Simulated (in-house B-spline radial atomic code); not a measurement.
# Mg⁶⁺: ionisation energy by several methods

One table from this session's results is given with a row withheld; the runs are named, their logs left out.

Program: in-house B-spline radial atomic code version 1. Level of theory: Dirac-Coulomb, several functionals; spherical all-electron atom at the radial basis limit. These are calculated values, not measurements, unless marked.

## Starting point

```
element       : magnesium (Z = 12)
charge        : +6
electrons     : 6
configuration : [He] 2s2 2p2
nucleus       : Fermi, rms radius 3.057 fm
```

Outer shells as boxes (Hund's rule):

[He] 2s2 2p2
```
[He] core
2s [↑↓]
2p [↑ ][↑ ][  ]
```

The boxes only draw the filling; these runs are spin-restricted and spherical.

Set-up of the first run:

Input settings:

```ini
Z = 12
electrons = 6.0
configuration = [He] 2s2 2p2
hamiltonian = dirac
method = pbesol
spin_polarised = False
nucleus = fermi
rms_radius = 3.057
mass_number = 24
atomic_mass = 23.985041689
speed_of_light = 137.035999084
```

Steps of the session up to this table: PBEsol, a GGA; LDA (PW92); LDA (VWN5); BP86, a GGA; BLYP, a GGA; exchange-only LDA.

One of the session's tables, all rows but one given; the rest of the session is left out.

```
           method  ΔSCF (eV)  with Breit, QED, recoil (eV)
       LDA (PW92)          ?                             ?
       LDA (VWN5)     222.76                        222.72
exchange-only LDA     220.58                        220.54
           PBEsol     222.44                        222.40
             BP86     222.90                        222.87
             BLYP     223.03                        222.99
```

Q: Estimate the row for LDA (PW92) from the others.

The run gave: ΔSCF (eV): 222.74; with Breit, QED, recoil (eV): 222.71. In the column «ΔSCF (eV)» it lies between PBEsol (222.44) and LDA (VWN5) (222.76).
